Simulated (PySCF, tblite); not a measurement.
# C₈H₁₁PS: geometry, infrared bands and NMR shifts

What infrared bands and NMR shifts should C₈H₁₁PS (`CSc1cpc(C)cc1C`) show?

Programs: tblite 0.8.0 and PySCF 2.14.0, with density-fitted response routines of our own. Each step states its level of theory. These are calculated values for one molecule in the gas phase, unless marked as measured. Atoms count from 0, in the outputs and in this text.

**1. The starting structure**

21 atoms, charge 0, multiplicity 1; geometry from: force field or distance geometry start.

Bonds of the start (Å): C0–S1 1.82, S1–C2 1.80, C2–C3 1.38, C3–P4 1.84, P4–C5 1.85, C5–C6 1.50, C5–C7 1.41, C7–C8 1.42, C8–C9 1.51, C8–C2 1.42, C0–H10 1.08, C0–H11 1.10, C0–H12 1.10, C3–H13 1.10, C6–H14 1.09, C6–H15 1.11, C6–H16 1.10, C7–H17 1.10, C9–H18 1.10, C9–H19 1.10, C9–H20 1.10.

**2. Optimising the geometry with GFN2-xTB**

What the job is given:

```
{"job": {"kind": "relax", "xc": "GFN2-xTB", "basis": "xTB"}, "charge": 0, "multiplicity": 1}
C      3.437000    -0.249700    -0.103500
S      2.506000     1.092400     0.700500
C      0.868100     0.335600     0.678300
C      0.602900    -0.589100     1.674300
P     -0.952400    -1.552100     1.861100
C     -1.948500    -0.774600     0.505600
C     -3.361300    -1.222500     0.305300
C     -1.390000     0.194900    -0.351200
C     -0.079000     0.726800    -0.309300
C      0.264800     1.766300    -1.351200
H      4.473000     0.046800    -0.206300
H      3.018600    -0.442400    -1.097700
H      3.377600    -1.162700     0.500800
H      1.368400    -0.823500     2.422100
H     -3.463300    -1.725600    -0.653600
H     -3.693700    -1.916000     1.103600
H     -4.035300    -0.359500     0.327500
H     -2.063100     0.560000    -1.138700
H      1.122300     1.436800    -1.947800
H      0.501900     2.728200    -0.873500
H     -0.562900     1.947000    -2.046600
```

Command:

```
OMP_NUM_THREADS=1 python probes_run.py task.json out
```

The driver reads the jobs from task.json and runs them one after another.

What it wrote:

```text
step      E/eV     max force
  0    -774.37547    3.134
  1    -774.61088    1.610
  2    -774.70164    0.651
  3    -774.72612    0.418
  4    -774.75625    0.411
  5    -774.76528    0.322
  6    -774.77922    0.208
  7    -774.78461    0.182
  8    -774.78836    0.124
  9    -774.79016    0.119
 10    -774.79229    0.166
 11    -774.79425    0.141
 12    -774.79556    0.061
 13    -774.79611    0.055
 14    -774.79643    0.046
 15    -774.79684    0.064
 16    -774.79732    0.057
 17    -774.79786    0.073
 18    -774.79843    0.066
 19    -774.79906    0.058
 20    -774.79965    0.053
 21    -774.80007    0.042
 22    -774.80032    0.035
 23    -774.80049    0.028
 24    -774.80066    0.030
 25    -774.80084    0.033
 26    -774.80100    0.026
 27    -774.80113    0.022
 28    -774.80125    0.022
 29    -774.80136    0.028
 30    -774.80149    0.031
 31    -774.80162    0.031
 32    -774.80176    0.032
 33    -774.80192    0.033
 34    -774.80209    0.038
 35    -774.80229    0.037
 36    -774.80249    0.033
 37    -774.80267    0.033
 38    -774.80285    0.035
 39    -774.80303    0.034
 40    -774.80319    0.029
 41    -774.80335    0.030
 42    -774.80352    0.034
 43    -774.80374    0.042
 44    -774.80399    0.047
 45    -774.80422    0.035
 46    -774.80443    0.032
 47    -774.80467    0.034
 48    -774.80498    0.046
 49    -774.80533    0.042
 50    -774.80560    0.038
 51    -774.80576    0.037
 52    -774.80591    0.034
 53    -774.80612    0.030
 54    -774.80640    0.041
 55    -774.80671    0.047
 56    -774.80700    0.039
 57    -774.80724    0.039
 58    -774.80742    0.028
 59    -774.80755    0.027
 60    -774.80766    0.027
 61    -774.80779    0.033
 62    -774.80794    0.032
 63    -774.80808    0.032
 64    -774.80820    0.035
 65    -774.80830    0.029
 66    -774.80843    0.028
 67    -774.80857    0.026
 68    -774.80868    0.027
 69    -774.80877    0.019
 70    -774.80885    0.022
 71    -774.80893    0.021
 72    -774.80899    0.017
 73    -774.80905    0.016
 74    -774.80911    0.017
 75    -774.80918    0.023
 76    -774.80926    0.022
 77    -774.80931    0.019
 78    -774.80937    0.018
 79    -774.80945    0.025
 80    -774.80959    0.033
 81    -774.80979    0.043
 82    -774.81003    0.050
 83    -774.81030    0.051
 84    -774.81066    0.050
 85    -774.81114    0.059
 86    -774.81169    0.065
 87    -774.81215    0.058
 88    -774.81238    0.075
 89    -774.81272    0.084
 90    -774.81322    0.068
 91    -774.81443    0.080
 92    -774.81522    0.074
 93    -774.81626    0.114
 94    -774.81747    0.086
 95    -774.81868    0.109
 96    -774.82069    0.124
 97    -774.82327    0.086
 98    -774.82433    0.230
 99    -774.82686    0.128
100    -774.82855    0.101
101    -774.83066    0.193
102    -774.83259    0.133
103    -774.83529    0.123
104    -774.83691    0.097
105    -774.83851    0.136
106    -774.84044    0.119
107    -774.84267    0.163
108    -774.84686    0.195
109    -774.84919    0.151
110    -774.85291    0.218
111    -774.85598    0.127
112    -774.85823    0.288
113    -774.86146    0.124
114    -774.86419    0.108
115    -774.86696    0.136
116    -774.86881    0.128
117    -774.87063    0.104
118    -774.87206    0.108
119    -774.87287    0.074
120    -774.87347    0.044
121    -774.87395    0.041
122    -774.87424    0.044
123    -774.87458    0.044
124    -774.87484    0.038
125    -774.87506    0.031
126    -774.87522    0.032
127    -774.87532    0.030
128    -774.87542    0.026
129    -774.87554    0.028
130    -774.87570    0.035
131    -774.87588    0.038
132    -774.87607    0.035
133    -774.87631    0.039
134    -774.87665    0.045
135    -774.87711    0.058
136    -774.87768    0.062
137    -774.87829    0.061
138    -774.87898    0.070
139    -774.87982    0.082
140    -774.88092    0.085
141    -774.88205    0.101
142    -774.88277    0.084
143    -774.88366    0.090
144    -774.88433    0.062
145    -774.88498    0.043
146    -774.88560    0.045
147    -774.88597    0.031
148    -774.88619    0.028
149    -774.88634    0.030
150    -774.88643    0.039
151    -774.88653    0.020
152    -774.88662    0.012
153    -774.88669    0.013
154    -774.88675    0.014
155    -774.88679    0.012
156    -774.88682    0.010
```

Run time: 1.2 s. Hardware: 1 thread of Arm Neoverse V2, shared host; peak memory 0.18 GiB.

Step by step: (not every step is listed)

```csv
step,energy from step 0 (eV),largest force (eV/Å)
0,0.0000,3.1339
1,-0.2354,1.6100
2,-0.3262,0.6506
3,-0.3507,0.4182
4,-0.3808,0.4111
5,-0.3898,0.3221
6,-0.4038,0.2081
7,-0.4091,0.1822
8,-0.4129,0.1239
22,-0.4249,0.0349
36,-0.4270,0.0330
50,-0.4301,0.0383
64,-0.4327,0.0349
78,-0.4339,0.0177
92,-0.4398,0.0737
106,-0.4650,0.1190
120,-0.4980,0.0443
134,-0.5012,0.0454
148,-0.5107,0.0278
151,-0.5111,0.0201
152,-0.5112,0.0122
153,-0.5112,0.0135
154,-0.5113,0.0144
155,-0.5113,0.0117
156,-0.5113,0.0098
```

Distances of close pairs at the start and the end, largest changes first:

```csv
bond,before (Å),after (Å),change (Å)
P4–C5,1.853,1.739,-0.114
C3–P4,1.839,1.732,-0.106
C7–C8,1.415,1.384,-0.031
S1–C2,1.804,1.778,-0.026
C5–C7,1.409,1.385,-0.024
C6–H15,1.108,1.088,-0.020
C2–C8,1.423,1.404,-0.020
C8–C9,1.511,1.496,-0.015
```

The final coordinates are the input of the step that follows.

**3. Vibrational analysis with GFN2-xTB**

What the job is given:

```
{"job": {"kind": "ir", "xc": "GFN2-xTB", "basis": "xTB"}, "charge": 0, "multiplicity": 1}
C      3.638880    -0.305924     0.507341
S      2.457513     0.816821    -0.287083
C      0.860389     0.120907     0.069479
C      0.714993    -0.967667     0.900232
P     -0.777482    -1.746567     1.308960
C     -1.901230    -0.781903     0.397233
C     -3.357111    -1.145531     0.465263
C     -1.517132     0.300319    -0.376719
C     -0.223538     0.761266    -0.550955
C      0.028927     1.961033    -1.408045
H      4.617906     0.056517     0.208195
H      3.493434    -1.319088     0.143290
H      3.543693    -0.255805     1.588558
H      1.587379    -1.405771     1.364713
H     -3.721178    -1.444530    -0.517986
H     -3.516251    -1.969569     1.157769
H     -3.949983    -0.292870     0.795685
H     -2.304153     0.835846    -0.896211
H      0.682890     1.701228    -2.240463
H      0.534045     2.734417    -0.829269
H     -0.900911     2.363815    -1.800459
```

What it wrote:

```text
mode    cm-1     km/mol
  1      34.7      4.24
  2      74.3      0.08
  3      85.7      1.01
  4     142.1      0.71
  5     172.5      0.27
  6     182.8      1.38
  7     211.5      0.83
  8     257.1      0.74
  9     261.7      0.33
 10     269.7      0.46
 11     333.7      1.00
 12     362.2      0.22
 13     411.4      2.48
 14     418.9      1.07
 15     440.5      0.08
 16     572.9      4.94
 17     604.5      2.56
 18     665.8      6.39
 19     735.0      9.95
 20     778.4      4.53
 21     783.4      6.12
 22     872.7      1.76
 23     900.1      9.90
 24     934.1      0.81
 25     952.2      4.73
 26     978.5      6.64
 27    1013.3     30.64
 28    1020.3      9.63
 29    1027.5      1.93
 30    1038.8      6.04
 31    1153.6     43.19
 32    1224.0      9.54
 33    1276.2      5.09
 34    1313.2      0.62
 35    1348.2     12.97
 36    1380.8     64.94
 37    1401.1      4.84
 38    1406.9      8.04
 39    1452.2     12.00
 40    1453.3      5.93
 41    1456.4      6.91
 42    1468.2      8.54
 43    1478.1      4.16
 44    1480.8      5.99
 45    1492.7     16.36
 46    1555.0      7.74
 47    2992.1     22.09
 48    2995.7     17.03
 49    3005.9     23.81
 50    3012.3     16.08
 51    3021.0      4.06
 52    3028.1     22.42
 53    3028.9      8.09
 54    3030.5     30.28
 55    3044.8     37.53
 56    3053.0      2.88
 57    3068.1      6.03
```

Wall time 0.9 s (1 thread of Arm Neoverse V2, shared host); peak memory 0.18 GiB.

Which atoms move in the most intense modes:

```csv
cm⁻¹,km/mol,atoms
1013,30.6,"H20 20 %, C2 18 %, H15 11 %, C9 11 %"
1154,43.2,"C5 39 %, H17 19 %, C6 14 %"
1381,64.9,"C3 33 %, C2 19 %, H17 15 %"
2992,22.1,"H14 65 %, H16 26 %"
3006,23.8,"H16 66 %, H14 27 %"
3028,22.4,"H17 54 %, H15 35 %"
3030,30.3,"H15 57 %, H17 35 %"
3045,37.5,H20 91 %
```

**4. Shielding tensors: PBE0/pcSseg-1**

Same as in step 3 but for these lines:

```diff
@@ -1,2 +1,2 @@
-{"job": {"kind": "ir", "xc": "GFN2-xTB", "basis": "xTB"}, "charge": 0, "multiplicity": 1}
+{"job": {"kind": "nmr", "xc": "PBE0", "basis": "pcSseg-1"}, "charge": 0, "multiplicity": 1}
 C      3.638880    -0.305924     0.507341
```

Method: GIAO PBE0/pcSseg-1 NMR shielding, non-relativistic, gas phase.

What it wrote:

```text
coarse grid: 18760 points
cycle   1  E = -1050.1853168314  dE =  1.455e+00  |g| = 4.096e-01  |ddm| = 4.652e+00
cycle   2  E = -1050.1773056199  dE =  8.011e-03  |g| = 4.479e-01  |ddm| = 9.269e-01
cycle   3  E = -1050.2286998533  dE = -5.139e-02  |g| = 9.760e-02  |ddm| = 6.092e-01
cycle   4  E = -1050.2311814672  dE = -2.482e-03  |g| = 3.867e-02  |ddm| = 1.778e-01
cycle   5  E = -1050.2315119892  dE = -3.305e-04  |g| = 1.721e-02  |ddm| = 5.724e-02
cycle   6  E = -1050.2315931919  dE = -8.120e-05  |g| = 3.719e-03  |ddm| = 2.418e-02
cycle   7  E = -1050.2315963187  dE = -3.127e-06  |g| = 1.500e-03  |ddm| = 5.380e-03
final grid: 172432 points
cycle   8  E = -1050.2951296439  dE = -4.374e-05  |g| = 1.092e-02  |ddm| = 5.450e-02
cycle   9  E = -1050.2951024679  dE =  2.718e-05  |g| = 1.470e-02  |ddm| = 2.585e-02
cycle  10  E = -1050.2951594569  dE = -5.699e-05  |g| = 2.028e-03  |ddm| = 1.849e-02
cycle  11  E = -1050.2951605952  dE = -1.138e-06  |g| = 4.509e-04  |ddm| = 3.000e-03
cycle  12  E = -1050.2951606435  dE = -4.829e-08  |g| = 1.976e-04  |ddm| = 7.932e-04
cycle  13  E = -1050.2951606534  dE = -9.899e-09  |g| = 5.327e-05  |ddm| = 2.651e-04
cycle  14  E = -1050.2951606540  dE = -6.842e-10  |g| = 2.206e-05  |ddm| = 8.755e-05
converged SCF energy = -1050.2951606540

GIAO shielding tensors (ppm)
atom      isotropic    diamagn.    paramagn.     s11        s22        s33       span
  0 C      167.888     252.980     -85.092    159.859    161.261    182.544     22.685
  1 S      479.991    1058.505    -578.514    360.211    405.905    673.857    313.646
  2 C       37.662     262.105    -224.443    -47.798     13.211    147.573    195.372
  3 C       35.285     263.172    -227.887   -119.129     45.346    179.638    298.768
  4 P      105.713     970.352    -864.639   -130.498    -29.923    477.559    608.057
  5 C       12.214     267.719    -255.505   -152.078      8.470    180.250    332.329
  6 C      159.927     243.584     -83.657    142.274    151.031    186.476     44.202
  7 C       45.767     254.216    -208.449    -55.041     51.188    141.153    196.194
  8 C       46.230     259.884    -213.654    -43.679     12.357    170.011    213.689
  9 C      161.838     247.054     -85.217    145.491    156.837    183.185     37.694
 10 H       29.289      28.024       1.265     23.679     26.791     37.398     13.718
 11 H       29.318      31.639      -2.321     24.736     26.861     36.357     11.622
 12 H       29.154      31.145      -1.991     24.500     26.289     36.674     12.174
 13 H       23.527      35.886     -12.359     19.329     19.507     31.745     12.416
 14 H       28.814      27.716       1.098     24.370     27.217     34.855     10.485
 15 H       28.985      28.587       0.398     23.911     29.187     33.857      9.945
 16 H       28.850      27.778       1.072     24.093     27.663     34.794     10.701
 17 H       23.793      35.418     -11.625     18.661     22.620     30.096     11.435
 18 H       29.005      29.552      -0.547     23.688     29.214     34.114     10.427
 19 H       29.141      29.547      -0.407     23.689     29.383     34.350     10.661
 20 H       29.371      30.020      -0.649     23.604     28.925     35.585     11.981
```

It took 66 s on 1 thread of Arm Neoverse V2, shared host; peak memory 1.1 GiB.

Shifts follow as δ = σ(reference) − σ, with reference shieldings (ppm) from runs at the same level and on the same kind of geometry: ¹H TMS 31.72, ¹³C TMS 186.9, ³¹P H3PO4 318.4, ³³S CS2 504. The references are single molecules in the gas phase, so shifts against H2O, NH3, PH3, H3PO4 or CFCl3 are not on the usual liquid scales and can be off by tens of ppm. Atoms listed in one row are averaged.

```csv
atoms,environment,σ (ppm),δ (ppm),δ scaled to CDCl3
C5,substituted aromatic carbon,12.2,174.7,168.6
C3,aromatic CH,35.3,151.6,146.1
C2,aromatic carbon bearing sulfur,37.7,149.3,139.4
C7,aromatic CH,45.8,141.2,135.9
C8,substituted aromatic carbon,46.2,140.7,135.4
C6,methyl carbon on an aromatic ring,159.9,27.0,24.4
C9,methyl carbon on an aromatic ring,161.8,25.1,22.6
C0,methyl carbon bonded to S,167.9,19.0,12.3
H13,hydrogen on an aromatic CH,23.53,8.19,7.83
H17,hydrogen on an aromatic CH,23.79,7.92,7.58
"H14, H15, H16",hydrogen on a methyl carbon on an aromatic ring,28.88,2.83,2.78
"H18, H19, H20",hydrogen on a methyl carbon on an aromatic ring,29.17,2.54,2.50
"H10, H11, H12",hydrogen on a methyl carbon bonded to S,29.25,2.46,2.43
S1,sulfide sulfur,480,24,–
P4,"phosphorus bonded to 2 C, in a 6-membered ring",105.7,212.7,–
```

The scaled column applies a straight-line fit of computed shieldings to shifts measured in CDCl3, with any fitted terms for Cl, Br or S neighbours (root-mean-square error 0.16 ppm for H, 1.9 ppm for C).

The run also stored atomic charges by several schemes (e):

```csv
atoms,Mulliken,IAO,Hirshfeld,ESP fit
C0,-0.40,-0.51,-0.11,-0.44
S1,0.05,0.14,0.04,-0.10
C2,-0.23,-0.10,-0.02,-0.28
C3,-0.35,-0.40,-0.13,0.08
P4,0.49,0.34,0.07,-0.33
C5,-0.57,-0.20,-0.05,0.49
C6,-0.16,-0.42,-0.12,-0.55
C7,0.10,-0.15,-0.05,-0.65
C8,-0.30,0.02,0.01,0.41
C9,-0.13,-0.43,-0.12,-0.30
```

Mayer bond orders: C0–S1 1.01, S1–C2 1.08, C2–C3 1.43, C3–P4 1.30, P4–C5 1.31, C5–C6 1.06, C5–C7 1.37, C7–C8 1.48, C8–C9 1.10, C8–C2 1.31.

Ring of atoms C2, C3, P4, C5, C7, C8: NICS(0) -7.2, NICS(1) -10.1, NICS(1)zz -23.9 ppm (means of both faces).

The fields below are evaluated on a grid from the run's orbitals.

Frontier orbitals at PBE0/pcSseg-1, with the share of their density that lies nearest to each atom:

```csv
orbital,energy (eV),lies on
HOMO,-6.14,S1 40 %; C5 15 %; C8 11 %
LUMO,-1.25,"P4 39 %; C8 19 %; C3, C5 about 11 % each"
```

ELF in a plane through or near 15 of the atoms.

Values, 10 rows by 14 columns:
```
0.00 0.00 0.00 0.00 0.00 0.00 0.00 0.00 0.00 0.00 0.00 0.00 0.00 0.00
0.00 0.00 0.00 0.00 0.00 0.00 0.00 0.13 0.31 0.01 0.00 0.00 0.00 0.00
0.00 0.00 0.00 0.00 0.00 0.22 0.01 0.80 0.98 0.31 0.09 0.05 0.00 0.00
0.00 0.00 0.02 0.17 0.13 0.99 0.77 0.42 0.25 0.06 1.00 0.86 0.00 0.00
0.00 0.01 0.96 0.30 0.55 0.08 0.57 0.46 0.78 0.69 0.89 0.26 0.01 0.00
0.00 0.00 0.93 0.23 0.26 0.77 0.35 0.57 0.28 0.36 0.11 0.10 0.00 0.00
0.00 0.00 0.00 0.21 0.92 0.47 0.31 0.80 0.45 1.00 0.24 0.00 0.00 0.00
0.00 0.00 0.00 0.01 0.10 0.04 0.69 0.76 0.75 0.04 0.00 0.00 0.00 0.00
0.00 0.00 0.00 0.00 0.00 0.01 0.07 0.68 0.87 0.00 0.00 0.00 0.00 0.00
0.00 0.00 0.00 0.00 0.00 0.00 0.00 0.00 0.00 0.00 0.00 0.00 0.00 0.00
```
The map spans 14.4 Å across and 11.3 Å up, centred on the molecule. Atoms in the plane (x, y in Å): C0 (-3.6, 0.8), S1 (-2.5, -0.6), C2 (-0.9, 0.0), C3 (-0.6, 1.4), P4 (0.9, 2.1), C5 (2.0, 0.7), C6 (3.4, 1.0), C7 (1.5, -0.6), C8 (0.2, -1.0), C9 (-0.2, -2.4), H10 (-4.6, 0.4), H13 (-1.5, 2.1), H15 (3.7, 2.0), H17 (2.2, -1.4), H20 (0.7, -3.0).

log10 of the density (e/Å³) in the same plane.

Ten even steps from ' ' (-4.0) to '@' (1.9):
```
                                                        
                            ........                    
                        ..::::--::::....                
                    ....::--======----::....            
          ........::------==++++++++==------::..        
        ..::--------++++++++******++====++++--::..      
      ..----==++====**##******@@##**++++****==--..      
    ..::==++******++++**####************##**++--::      
    ::--++**##%%**++++**##******########@@**++==::      
    ::==**######********##**++++**##********++--::      
    ..--==++++**##@@########**##%%##**========--..      
      ..----==**##%%******##@@######**++----::::        
        ..::==++****++++**####********++--::..          
          ..--====++==++**%%##++==++++==::..            
            ::::----==++**####**++==--::..              
              ....::--==++******++--::..                
                  ..::--==========::..                  
                    ....::::--::::..                    
                          ......                        
                                                        
```
The map spans 14.4 Å across and 11.3 Å up, centred on the molecule. Atoms in the plane (x, y in Å): C0 (-3.6, 0.8), S1 (-2.5, -0.6), C2 (-0.9, 0.0), C3 (-0.6, 1.4), P4 (0.9, 2.1), C5 (2.0, 0.7), C6 (3.4, 1.0), C7 (1.5, -0.6), C8 (0.2, -1.0), C9 (-0.2, -2.4), H10 (-4.6, 0.4), H13 (-1.5, 2.1), H15 (3.7, 2.0), H17 (2.2, -1.4), H20 (0.7, -3.0).

On the surface of density 0.002 e/bohr³ the electrostatic potential runs, from the 1st to the 99th percentile, from -0.82 V near P4 to 0.99 V near H10.

**5. What came out**

| quantity | value |
| --- | --- |
| strongest single infrared mode (GFN2-xTB) | 1381 cm⁻¹, 65 km/mol |
| zero-point energy (GFN2-xTB) | 103.2 kcal/mol |
| ¹³C shifts against TMS (PBE0/pcSseg-1) | 174.7, 151.6, 149.3, 141.2, 140.7, 27.0, 25.1, 19.0 ppm |
| ¹H shifts against TMS (PBE0/pcSseg-1, means over atoms taken as alike) | 8.19, 7.92, 2.83, 2.54, 2.46 ppm |
| ³³S shifts against CS2 (PBE0/pcSseg-1) | 24 ppm |
| ³¹P shifts against H3PO4 (PBE0/pcSseg-1) | 212.7 ppm |
| surface potential, 1st and 99th percentile | -0.82 V and 0.99 V |

Over 156 steps the energy fell by 0.511 eV; of the close pairs, P4–C5 changed most, 1.853 to 1.739 Å. All 57 modes are real, so the xTB geometry is a minimum. The strongest single mode, at 1381 cm⁻¹, is spread over several atoms, C3, C2, H17 among them. Unscaled tight-binding wavenumbers are off by several per cent, some by more. Its intensities can rank the bands wrongly. At PBE0/pcSseg-1: The widest tensor belongs to P4: span 608 ppm, with a paramagnetic part of -865 ppm. NICS(1)zz of -24 ppm above the planar ring from C2 marks a diatropic (aromatic) ring current. At PBE0/pcSseg-1, counted by nearest atom on the grid, the HOMO lies on S1 40 %; C5 15 %, the LUMO on P4 39 %; C8 19 %.
